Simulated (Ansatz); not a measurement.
**GaB3: a trial structure relaxed**

Aim: relax GaB3 from this start, Cu3Au (L1_2) type (Pm-3m, No. 221), and see where it ends.

Program: Ansatz 0.2.0. Level of theory: DFT PBE, scalar-relativistic, plane waves, PAW. These are calculated values, not measurements.

## (1) Starting point

Symmetry: Pm-3m, No. 221, cubic system. The conventional cell has a = 3.307 Å, b = 3.307 Å, c = 3.307 Å, α = 90.00°, β = 90.00°, γ = 90.00°. Ga (site symmetry m-3m) is surrounded by 12 B at 2.34 Å. B (site symmetry 4/mmm) has 4 Ga at 2.34 Å and 8 B at 2.34 Å as nearest neighbours.

As a file:

```
Ga B
1.0
     3.30681    0.00000    0.00000
     0.00000    3.30681    0.00000
     0.00000    0.00000    3.30681
Ga B
1 3
Direct
  0.00000 0.00000 0.00000
  0.00000 0.50000 0.50000
  0.50000 0.00000 0.50000
  0.50000 0.50000 0.00000
```

This is candidate A: Cu3Au (L1_2) type (Pm-3m, No. 221).

## (2) Probe: one point at the start (candidate A)

Contents of input.yaml:

```yaml
crystal:
  lattice:
    - [3.3068128909, 0.0, 0.0]
    - [0.0, 3.3068128909, 0.0]
    - [0.0, 0.0, 3.3068128909]
  atoms:
    - { symbol: Ga, position: [0.0, 0.0, 0.0] }
    - { symbol: B, position: [0.0, 0.5, 0.5] }
    - { symbol: B, position: [0.5, 0.0, 0.5] }
    - { symbol: B, position: [0.5, 0.5, 0.0] }
basis:
  ecutwfc: 420
kpoints:
  mp_grid: { grid: [6, 6, 6] }
hamiltonian:
  xc: pbe
scf:
  occupations: { method: gaussian, width: 0.1 }
  lower_state_search: "off"
output:
  forces: true
  stress: true
  eigenvalues: true
```

On the command line:

```
> ansatz run input.yaml --threads 1 --pin off --max-ram 2560MiB --backend cpu --events-out ev --progress --plain --runs-dir out
```

Output, shortened:

```text
Warning: RAYON_NUM_THREADS=1 ignored (pool sized by the plan → 1); use --threads N
[...]
Pseudopotentials: kind: paw
Pseudopotential: Ga, paw, valence charge 13, recommended cutoff 420 eV (normal), Ga.paw.azcp
Pseudopotential: B, paw, valence charge 3, recommended cutoff 420 eV (normal), B.paw.azcp
Functional definition: PBE
[...]
Crystal: 4 atoms, lattice volume = 36.160 Å³
Basis set: ecut = 420 eV, 739 PW (Γ), exchange–correlation on 48×48×48 points (8 copies of the dense FFT grid, shifted against one another)
Bands: 15, of which v1, the nominal top of the filled ones, is band 11 counted from 1 (10 counted from 0)
Symmetry: 48 space group operations
Space group: Pm-3m (ITA 221), of the structure as read, at distance tolerance 3.3e-5 Å
k-points: 20 of 216
[...]
SCF iter   1: F=—  HF=-4244.284637 eV  |F-HF|=—  |Δ(HF+E_count)|=         —  Δρ=3.52e-3  dr2=5.63e-3  ethr=1.77e-3  ⟨swp⟩=4.9  Hψ=1394  notcnv=0
[...]
SCF iter   7: F=-4244.282487 eV  HF=-4244.282487 eV  |F-HF|=6.37e-9  |Δ(HF+E_count)|=   2.00e-7  Δρ=3.84e-6  dr2=2.87e-9  ethr=4.55e-10  ⟨swp⟩=5.0  Hψ=1246  notcnv=0
[...]
SCF converged after 7 iterations
Free energy (F): -4244.282487 eV
[...]
E sigma→0 (E₀):  -4244.276317 eV
Entropy (-TS):   -0.012340 eV (-3.085 meV/atom)
Fermi energy:    12.248482 eV
[...]
--- Forces (eV/Å), atoms counted from 1 ---
  atom   1  Ga    -0.00000000     0.00000000     0.00000000
  atom   2  B      0.00000000     0.00000000     0.00000000
  atom   3  B     -0.00000000    -0.00000000     0.00000000
  atom   4  B      0.00000000     0.00000000     0.00000000
[...]
--- Stress (GPa, compression-positive) ---
       -1.615922       0.000000      -0.000000
       -0.000000      -1.615922       0.000000
        0.000000       0.000000      -1.615922
  P = ⅓ Tr σ = -1.6159 GPa (-16.159 kbar)
--- Band table (eV; the first three rows and the last of 20) ---
  k-point 0: bands = ["-3.2826", "-3.2826", "-3.2413", "-3.1006", "-3.1006", "-3.1006", "7.2063", "7.2063", "7.2063", "10.5987", "10.5987", "12.5344", "15.7951", "15.7951", "15.7951"]
[...]
```

It took 1.1 s on 1 thread of Arm Neoverse V1, shared host; peak memory 0.27 GiB.

Read-out: pressure -1.6 GPa, largest force 0.00 eV/Å, gap on this mesh none (metal). The gap decides the next run's mesh: 14×14×14 points.

## (3) Relaxing cell and atoms (candidate A)

Edit input.yaml of step 2 so:

```diff
@@ -13,3 +13,3 @@
 kpoints:
-  mp_grid: { grid: [6, 6, 6] }
+  mp_grid: { grid: [14, 14, 14] }
 hamiltonian:
@@ -18,3 +18,2 @@
   occupations: { method: gaussian, width: 0.1 }
-  lower_state_search: "off"
 output:
@@ -23 +22,6 @@
   eigenvalues: true
+relax:
+  adjacent_minimum: "off"
+  f_tol: 0.01
+  max_steps: 80
+  cell: { stress_tol: 0.05 }
```

On the command line:

```
> ansatz run input.yaml --threads 1 --pin off --max-ram 2560MiB --backend cpu --events-out ev --progress --plain --runs-dir out
```

Output:

```text
Warning: RAYON_NUM_THREADS=1 ignored (pool sized by the plan → 1); use --threads N
Engine: ansatz 0.2.0, aarch64-unknown-linux-gnu
[... 4 set-up lines as earlier in the session ...]
  parameter kappa = 0.804
  parameter beta = 0.06672455060314922
  exchange = pbe_x(kappa = kappa, mu = beta*pi^2/3)
  correlation = pbe_c(beta = beta)
Crystal: 4 atoms, lattice volume = 36.160 Å³
Basis set: ecut = 420 eV, 739 PW (Γ), exchange–correlation on 48×48×48 points (8 copies of the dense FFT grid, shifted against one another)
Bands: 15, of which v1, the nominal top of the filled ones, is band 11 counted from 1 (10 counted from 0)
[... 2 set-up lines as earlier in the session ...]
k-points: 120 of 2744
Non-local potential: Ga, projectors of the file, l = 0: 2, l = 1: 2, l = 2: 3, l = 3: 1
Non-local potential: B, projectors of the file, l = 0: 2, l = 1: 2, l = 2: 1
PAW form: soft (Blöchl's): semilocal exchange-correlation on the pseudo side does not see the compensation charge
PAW one-centre angular grid: Ga, 590 points (default); XC on 64 Gauss nodes
PAW one-centre angular grid: B, 110 points (default); XC on 64 Gauss nodes
Initial density: superposition of atomic densities (neutral atoms: chi_scale 0, normalization atom), corrected by the library's trained network
Initial wavefunctions: pseudopotential atomic-orbital guess
Functional: x = pbe(κ = 0.804, μ = 0.2195149727645171), c = pbe(β = 0.06672455060314922)
SCF iter   1: F=—  HF=-4244.222101 eV  |F-HF|=—  |Δ(HF+E_count)|=         —  Δρ=3.44e-3  dr2=5.96e-3  ethr=1.77e-3  ⟨swp⟩=4.9  Hψ=8387  notcnv=0
preconditioner: auto → none  [metal: Δε(μ)=0.047 eV  Ē_g=13.241 eV  σ=0.100 eV  W_gap=0.25  n_scr=6 (ndim 8)  ℏωp=29.0 eV  f_vac=0.000  D(μ)=0.89/eV (n_scr^D=6)  sad-step TF]
SCF iter   2: F=—  HF=-4244.220622 eV  |F-HF|=—  |Δ(HF+E_count)|=   1.48e-3  Δρ=2.14e-3  dr2=2.51e-3  ethr=2.71e-5  ⟨swp⟩=1.4  Hψ=2970  notcnv=0
SCF iter   3: F=—  HF=-4244.219956 eV  |F-HF|=—  |Δ(HF+E_count)|=   6.67e-4  Δρ=9.97e-4  dr2=2.34e-4  ethr=1.14e-5  ⟨swp⟩=2.1  Hψ=2908  notcnv=0
SCF iter   4: F=—  HF=-4244.219767 eV  |F-HF|=—  |Δ(HF+E_count)|=   1.88e-4  Δρ=2.23e-4  dr2=1.03e-5  ethr=1.06e-6  ⟨swp⟩=2.0  Hψ=3051  notcnv=0
SCF iter   5: F=—  HF=-4244.219766 eV  |F-HF|=—  |Δ(HF+E_count)|=   1.41e-6  Δρ=5.85e-5  dr2=6.12e-7  ethr=4.67e-8  ⟨swp⟩=2.0  Hψ=3099  notcnv=0
SCF iter   6: F=-4244.219766 eV  HF=-4244.219766 eV  |F-HF|=5.63e-9  |Δ(HF+E_count)|=   5.07e-7  Δρ=6.95e-6  dr2=6.53e-9  ethr=4.55e-10  ⟨swp⟩=5.2  Hψ=8399  notcnv=0
SCF 1 converged in 6 iterations: F = -4244.219766 eV  dr2 = 6.53e-9
relax step   1: F+E_penalty+E_count = -4244.21976552 eV  Δ(F+E_penalty+E_count) = +0.000e0 eV  max|allowed force component| = 2.252e-30 eV/Å  Δτ_max = 0.0000 Å  P = -3.383 GPa  Ω = 36.160 Å³  (6 SCF iters, dr2 threshold 1.00e-7 eV, accepted)
Crystal: 4 atoms, lattice volume = 35.626 Å³
Initial density: handed on by an earlier stage of this run
Initial wavefunctions: those handed on with the density
iter 1 solved again at ethr=1.58e-6 eV; its pass at ethr=3.10e-3 eV (dr2=3.48e-4 eV) is discarded
SCF iter   1: F=—  HF=-4244.228514 eV  |F-HF|=—  |Δ(HF+E_count)|=         —  Δρ=8.98e-4  dr2=3.73e-4  ethr=1.58e-6  ⟨swp⟩=2.3  Hψ=10903  notcnv=0
preconditioner: auto → none  [metal: Δε(μ)=0.023 eV  Ē_g=13.356 eV  σ=0.100 eV  W_gap=0.13  n_scr=6 (ndim 8)  ℏωp=29.2 eV  f_vac=0.000  D(μ)=0.88/eV (n_scr^D=6)]
SCF iter   2: F=—  HF=-4244.228382 eV  |F-HF|=—  |Δ(HF+E_count)|=   1.32e-4  Δρ=3.07e-4  dr2=1.98e-5  ethr=1.58e-6  ⟨swp⟩=2.0  Hψ=2545  notcnv=0
SCF iter   3: F=—  HF=-4244.228376 eV  |F-HF|=—  |Δ(HF+E_count)|=   6.52e-6  Δρ=1.21e-4  dr2=4.01e-6  ethr=9.01e-8  ⟨swp⟩=2.4  Hψ=3000  notcnv=0
SCF iter   4: F=-4244.228375 eV  HF=-4244.228375 eV  |F-HF|=1.03e-7  |Δ(HF+E_count)|=   9.65e-7  Δρ=4.07e-5  dr2=3.01e-7  ethr=1.82e-9  ⟨swp⟩=2.9  Hψ=7424  notcnv=0
SCF 2 converged in 4 iterations: F = -4244.228375 eV  dr2 = 3.01e-7
relax step   2: F+E_penalty+E_count = -4244.22837487 eV  Δ(F+E_penalty+E_count) = -8.609e-3 eV  max|allowed force component| = 3.739e-31 eV/Å  Δτ_max = 0.0000 Å  P = -1.312 GPa  Ω = 35.626 Å³  energy of the carried Pulay correction = +7.291e-4 eV  (4 SCF iters, dr2 threshold 4.00e-7 eV, accepted)
Crystal: 4 atoms, lattice volume = 35.296 Å³
iter 1 solved again at ethr=6.53e-7 eV; its pass at ethr=3.10e-3 eV (dr2=1.44e-4 eV) is discarded
SCF iter   1: F=—  HF=-4244.230186 eV  |F-HF|=—  |Δ(HF+E_count)|=         —  Δρ=5.93e-4  dr2=1.53e-4  ethr=6.53e-7  ⟨swp⟩=2.3  Hψ=10677  notcnv=0
preconditioner: auto → none  [metal: Δε(μ)=0.026 eV  Ē_g=13.419 eV  σ=0.100 eV  W_gap=0.15  n_scr=6 (ndim 8)  ℏωp=29.3 eV  f_vac=0.000  D(μ)=0.87/eV (n_scr^D=6)]
SCF iter   2: F=—  HF=-4244.230136 eV  |F-HF|=—  |Δ(HF+E_count)|=   4.93e-5  Δρ=2.07e-4  dr2=8.76e-6  ethr=6.53e-7  ⟨swp⟩=2.0  Hψ=2518  notcnv=0
SCF iter   3: F=—  HF=-4244.230134 eV  |F-HF|=—  |Δ(HF+E_count)|=   2.07e-6  Δρ=8.02e-5  dr2=1.70e-6  ethr=3.98e-8  ⟨swp⟩=2.6  Hψ=3047  notcnv=0
SCF iter   4: F=-4244.230134 eV  HF=-4244.230134 eV  |F-HF|=5.43e-8  |Δ(HF+E_count)|=   4.36e-7  Δρ=2.82e-5  dr2=1.47e-7  ethr=1.82e-9  ⟨swp⟩=5.1  Hψ=8673  notcnv=0
SCF 3 converged in 4 iterations: F = -4244.230134 eV  dr2 = 1.47e-7
relax step   3: F+E_penalty+E_count = -4244.23013372 eV  Δ(F+E_penalty+E_count) = -1.759e-3 eV  max|allowed force component| = 1.035e-30 eV/Å  Δτ_max = 0.0000 Å  P = +0.062 GPa  Ω = 35.296 Å³  energy of the carried Pulay correction = +1.185e-3 eV  (4 SCF iters, dr2 threshold 4.00e-7 eV, accepted)
Crystal: 4 atoms, lattice volume = 35.310 Å³
iter 1 solved again at ethr=2.29e-9 eV; its pass at ethr=3.10e-3 eV (dr2=5.03e-7 eV) is discarded
SCF iter   1: F=—  HF=-4244.230111 eV  |F-HF|=—  |Δ(HF+E_count)|=         —  Δρ=3.22e-5  dr2=5.23e-7  ethr=2.29e-9  ⟨swp⟩=2.2  Hψ=10197  notcnv=0
preconditioner: auto → none  [metal: Δε(μ)=0.030 eV  Ē_g=13.428 eV  σ=0.100 eV  W_gap=0.17  n_scr=6 (ndim 8)  ℏωp=29.3 eV  f_vac=0.000  D(μ)=0.87/eV (n_scr^D=6)]
SCF iter   2: F=—  HF=-4244.230117 eV  |F-HF|=—  |Δ(HF+E_count)|=   5.32e-6  Δρ=8.27e-6  dr2=1.76e-8  ethr=2.29e-9  ⟨swp⟩=2.0  Hψ=3128  notcnv=0
SCF iter   3: F=-4244.230117 eV  HF=-4244.230117 eV  |F-HF|=1.35e-9  |Δ(HF+E_count)|=   1.59e-8  Δρ=5.06e-6  dr2=6.06e-9  ethr=4.31e-11  ⟨swp⟩=4.0  Hψ=6253  notcnv=0
SCF 4 converged in 3 iterations: F = -4244.230117 eV  dr2 = 6.06e-9
relax step   4: F+E_penalty+E_count = -4244.23011668 eV  Δ(F+E_penalty+E_count) = +1.705e-5 eV  max|allowed force component| = 1.208e-30 eV/Å  Δτ_max = 0.0000 Å  P = +0.000 GPa  Ω = 35.310 Å³  energy of the carried Pulay correction = +1.166e-3 eV  (3 SCF iters, dr2 threshold 9.49e-9 eV, accepted)
Initial wavefunctions: pseudopotential atomic-orbital guess (no wavefunctions were taken with the density)
iter 1 solved again at ethr=1.68e-8 eV; its pass at ethr=3.10e-3 eV (dr2=3.69e-6 eV) is discarded
SCF iter   1: F=—  HF=-4244.229019 eV  |F-HF|=—  |Δ(HF+E_count)|=         —  Δρ=5.41e-5  dr2=1.69e-7  ethr=1.68e-8  ⟨swp⟩=3.0  Hψ=13815  notcnv=0
preconditioner: auto → none  [metal: Δε(μ)=0.030 eV  Ē_g=13.427 eV  σ=0.100 eV  W_gap=0.17  n_scr=6 (ndim 8)  ℏωp=29.3 eV  f_vac=0.000  D(μ)=0.87/eV (n_scr^D=6)]
SCF iter   2: F=—  HF=-4244.229026 eV  |F-HF|=—  |Δ(HF+E_count)|=   7.32e-6  Δρ=3.62e-5  dr2=1.39e-7  ethr=7.68e-10  ⟨swp⟩=2.0  Hψ=3126  notcnv=0
SCF iter   3: F=—  HF=-4244.229026 eV  |F-HF|=—  |Δ(HF+E_count)|=   1.56e-7  Δρ=8.79e-6  dr2=1.59e-8  ethr=6.31e-10  ⟨swp⟩=2.0  Hψ=3116  notcnv=0
SCF iter   4: F=—  HF=-4244.229026 eV  |F-HF|=—  |Δ(HF+E_count)|=   2.82e-9  Δρ=1.54e-6  dr2=2.52e-10  ethr=7.21e-11  ⟨swp⟩=2.0  Hψ=3129  notcnv=0
SCF iter   5: F=-4244.229026 eV  HF=-4244.229026 eV  |F-HF|=1.64e-11  |Δ(HF+E_count)|=  2.87e-10  Δρ=4.18e-7  dr2=2.27e-11  ethr=1.00e-12  ⟨swp⟩=4.0  Hψ=5995  notcnv=0
SCF 5 converged in 5 iterations: F = -4244.229026 eV  dr2 = 2.27e-11
relax step   5: F+E_penalty+E_count = -4244.22902635 eV  Δ(F+E_penalty+E_count) = +1.090e-3 eV  max|allowed force component| = 6.944e-31 eV/Å  Δτ_max = 0.0000 Å  P = -0.024 GPa  Ω = 35.310 Å³  stress off target by 2.38e-2 GPa  SCF on the basis re-selected at this cell (its energy is not comparable with the rows above)  (5 SCF iters)
basis re-selected at this cell: Δ(F+E_penalty+E_count) = +1.090e-3 eV, ΔP = -0.024 GPa vs the last step (what re-selecting the basis moved, of the pressure what is left beyond the Pulay correction that the steps carried, after the strain that the cell walked since its last selection, with what the two solves' SCF thresholds leave and, on support functions, any second-order correction that the steps lacked; it is no measure of the basis error at this ecutwfc). This SCF's stress stands 2.38e-2 GPa from its target on what of the cell is left free (relax.cell.stress_tol is 5.00e-2 GPa) and its largest allowed force component is 6.94e-31 eV/Å (relax.f_tol is 1.00e-2 eV/Å): within both
SCF converged after 5 iterations
Free energy (F): -4244.229026 eV
Harris-Foulkes:  -4244.229026 eV  (|F-HF|=1.64e-11)
Internal energy: -4244.224661 eV  (E = F + TS)
E sigma→0 (E₀):  -4244.226844 eV
Entropy (-TS):   -0.004365 eV (-1.091 meV/atom)
Fermi energy:    12.613133 eV
--- Per-component energies (eV) ---
  E_band       = 46.716409
  E_kinetic    = 247.731034
  E_local      = -1884.239080  (includes V_loc(G=0)·N_el)
  E_nonlocal   = 464.666249
  E_hartree    = 904.868276
  E_xc         = -162.523353
  E_vxc        = -168.956223  (∫ρ·V_xc dr)
  E_paw        = -2226.103464  (= ΣΔE_a)
  E_vpaw       = -422.222024  (= ΣTr[D̂ρ^β])
  E_aug_tail   = -0.000065  (compensation charges beyond the density's cutoff)
  E_ewald      = -1588.624259
  E_smearing   = -0.004365  (= −TS)
  E_closure    = -0.000000  (closes the sum)
  Σ components = -4244.229026   (vs F -4244.229026, Δ=0.00e0)
--- Forces (eV/Å), atoms counted from 1 ---
  atom   1  Ga    -0.00000000    -0.00000000     0.00000000
  atom   2  B      0.00000000     0.00000000    -0.00000000
  atom   3  B      0.00000000    -0.00000000     0.00000000
  atom   4  B      0.00000000     0.00000000     0.00000000
  max |Σ_I F_I| component: 2.38e-31 eV/Å
--- Stress (GPa, compression-positive) ---
       -0.023824       0.000000       0.000000
       -0.000000      -0.023824      -0.000000
        0.000000      -0.000000      -0.023824
  P = ⅓ Tr σ = -0.0238 GPa (-0.238 kbar)
--- Band table (eV; the first three rows and the last of 120) ---
  k-point 0: bands = ["-3.1176", "-2.9712", "-2.9712", "-2.7747", "-2.7747", "-2.7747", "7.4537", "7.4537", "7.4537", "11.0302", "11.0302", "12.9703", "16.2154", "16.2154", "16.2154"]
  k-point 1: bands = ["-3.0558", "-2.9705", "-2.9633", "-2.7802", "-2.7802", "-2.7744", "6.8918", "7.5280", "7.5280", "11.0685", "11.4297", "13.2733", "16.0833", "16.0972", "16.0972"]
  k-point 2: bands = ["-2.9696", "-2.9689", "-2.8417", "-2.7955", "-2.7955", "-2.7735", "5.7393", "7.7491", "7.7491", "11.1830", "11.9811", "14.2898", "15.6748", "15.6748", "15.7206"]
  k-point 119: bands = ["-3.0021", "-3.0021", "-3.0021", "-2.6928", "-2.6928", "5.2741", "5.2741", "5.2741", "5.4922", "7.1714", "7.1714", "7.1714", "8.3058", "21.0110", "21.0110"]
--- Relaxed structure (4 steps of the walk, 4 accepted, 1 SCFs on fresh bases) ---
  F+E_penalty+E_count = -4244.22902635 eV   max|allowed force component| = 6.944e-31 eV/Å   (the final SCF, on the basis selected at the relaxed cell)
  cell:  # Å, volume = 35.3098 Å³
    - [3.280689254897514, 7.021619588911797e-35, 1.293984181385174e-34]
    - [7.021619588911797e-35, 3.280689254897514, 0.0]
    - [1.293984181385174e-34, 0.0, 3.280689254897514]
  atoms:
    - { symbol: Ga, position: [1.3650298508271115e-36, -9.47937396403518e-38, -1.5166998342431114e-37] }
    - { symbol: B, position: [1.365029850819666e-36, 0.5, 0.5] }
    - { symbol: B, position: [0.5, 5.687624378404762e-38, 0.5] }
    - { symbol: B, position: [0.5, 0.5, 3.0333996684902106e-37] }
```

Run time: 21 s. Hardware: 1 thread of Arm Neoverse V1, shared host; peak memory 0.35 GiB.

Relaxation path:

```
step  energy from step 1 (eV/cell)  largest force component (eV/Å)  pressure (GPa)  volume (Å³)
   1                        0.0000                          0.0000           -3.38        36.16
   2                       -0.0086                          0.0000           -1.31        35.63
   3                       -0.0104                          0.0000            0.06        35.30
   4                       -0.0104                          0.0000            0.00        35.31
   5                       -0.0093                          0.0000           -0.02        35.31
```

Step 1 is the start. Step 5 repeats the geometry before it on a plane-wave basis chosen anew for that cell, so its energy need not be comparable with the rows above.

|  | before | after | change |
| --- | --- | --- | --- |
| a (Å) | 3.307 | 3.281 | -0.8 % |
| b (Å) | 3.307 | 3.281 | -0.8 % |
| c (Å) | 3.307 | 3.281 | -0.8 % |
| volume (Å³/atom) | 9.04 | 8.83 | -2.4 % |
| shortest distance (Å) | 2.338 | 2.320 | -0.8 % |
| space group (0.01 Å) | Pm-3m | Pm-3m | same |

Forces and stress were held to the start's 48 operations: a distortion of lower symmetry was not tested.

## (4) Variant: mp_grid.grid [21, 21, 21]

Contents of input.yaml:

```yaml
crystal:
  lattice:
    - [3.2806892549, 0.0, 0.0]
    - [0.0, 3.2806892549, 0.0]
    - [0.0, 0.0, 3.2806892549]
  atoms:
    - { symbol: Ga, position: [0.0, 0.0, 0.0] }
    - { symbol: B, position: [0.0, 0.5, 0.5] }
    - { symbol: B, position: [0.5, 0.0, 0.5] }
    - { symbol: B, position: [0.5, 0.5, 0.0] }
basis:
  ecutwfc: 420
kpoints:
  mp_grid: { grid: [21, 21, 21] }
hamiltonian:
  xc: pbe
scf:
  occupations: { method: gaussian, width: 0.1 }
output:
  forces: true
  eigenvalues: true
  stress: true
```

On the command line:

```
> ansatz run input.yaml --threads 1 --pin off --max-ram 2560MiB --backend cpu --events-out ev --progress --plain --runs-dir out
```

Output, shortened:

```text
Warning: RAYON_NUM_THREADS=1 ignored (pool sized by the plan → 1); use --threads N
[...]
[... 4 set-up lines as earlier in the session ...]
[...]
Crystal: 4 atoms, lattice volume = 35.310 Å³
Basis set: ecut = 420 eV, 739 PW (Γ), exchange–correlation on 48×48×48 points (8 copies of the dense FFT grid, shifted against one another)
Bands: 15, of which v1, the nominal top of the filled ones, is band 11 counted from 1 (10 counted from 0)
[... 2 set-up lines as earlier in the session ...]
k-points: 286 of 9261
[...]
SCF iter   1: F=—  HF=-4244.225738 eV  |F-HF|=—  |Δ(HF+E_count)|=         —  Δρ=3.20e-3  dr2=4.79e-3  ethr=1.77e-3  ⟨swp⟩=4.8  Hψ=20124  notcnv=0
[...]
SCF iter   6: F=-4244.224032 eV  HF=-4244.224033 eV  |F-HF|=5.40e-8  |Δ(HF+E_count)|=   4.60e-7  Δρ=1.10e-5  dr2=2.26e-8  ethr=4.55e-10  ⟨swp⟩=5.2  Hψ=20052  notcnv=0
[...]
SCF converged after 6 iterations
Free energy (F): -4244.224032 eV
[...]
E sigma→0 (E₀):  -4244.220601 eV
Entropy (-TS):   -0.006862 eV (-1.716 meV/atom)
Fermi energy:    12.631401 eV
[...]
--- Forces (eV/Å), atoms counted from 1 ---
  atom   1  Ga    -0.00000000     0.00000000     0.00000000
  atom   2  B      0.00000000     0.00000000    -0.00000000
  atom   3  B      0.00000000    -0.00000000     0.00000000
  atom   4  B     -0.00000000     0.00000000     0.00000000
[...]
--- Stress (GPa, compression-positive) ---
       -0.056780       0.000000       0.000000
       -0.000000      -0.056780       0.000000
        0.000000       0.000000      -0.056780
  P = ⅓ Tr σ = -0.0568 GPa (-0.568 kbar)
--- Band table (eV; the first three rows and the last of 286) ---
  k-point 0: bands = ["-3.1175", "-2.9636", "-2.9636", "-2.7668", "-2.7668", "-2.7668", "7.4531", "7.4531", "7.4531", "11.0300", "11.0300", "12.9704", "16.2144", "16.2144", "16.2144"]
[...]
```

Run time: 8.7 s. Hardware: 1 thread of Arm Neoverse V1, shared host; peak memory 0.4 GiB.

| run | ending | energy change | pressure (GPa) | gap (eV) | force (eV/Å) | cycles | time |
| --- | --- | --- | --- | --- | --- | --- | --- |
| step 3 | converged | 0 | 0.0 | 0.00 | 0.00 | - | 21 s |
| variant | converged | +1.2 meV/atom | -0.1 | 0.00 | 0.00 | 6 | 8.7 s |

Changing the k-point mesh moves the energy by +1.2 meV/atom. The energy is not variational in the mesh, so the sign tells nothing.

## (5) Results

Formation energies count from the elements, computed with the same settings in runs not shown here.

Rows marked E are candidates relaxed earlier by the same steps.

| candidate | start | space group at the end | atoms | volume (Å³/atom) | energy above the lowest (meV/atom) | gap on the mesh (eV) | formation energy (eV/atom) |
| --- | --- | --- | --- | --- | --- | --- | --- |
| E2 | from a rattle test | Cm | 8 | 9.74 | 0.0 | 0.00 | +0.421 |
| A | Cu3Au (L1_2) type (Pm-3m, No. 221) | Pm-3m | 4 | 8.83 | 1212.9 | 0.00 | +1.634 |
| E1 | A15 type (Pm-3n, No. 223) | Pm-3n | 8 | 9.10 | 1266.4 | 0.00 | +1.688 |

**Reading.** The lowest is E2, in Cm; A follows 1213 meV/atom higher. Other structures, not tried here, may lie lower. The lowest formation energy here, +0.42 eV/atom, is positive, so the elements lie lower than the structures tried; another structure of the compound can lie lower.
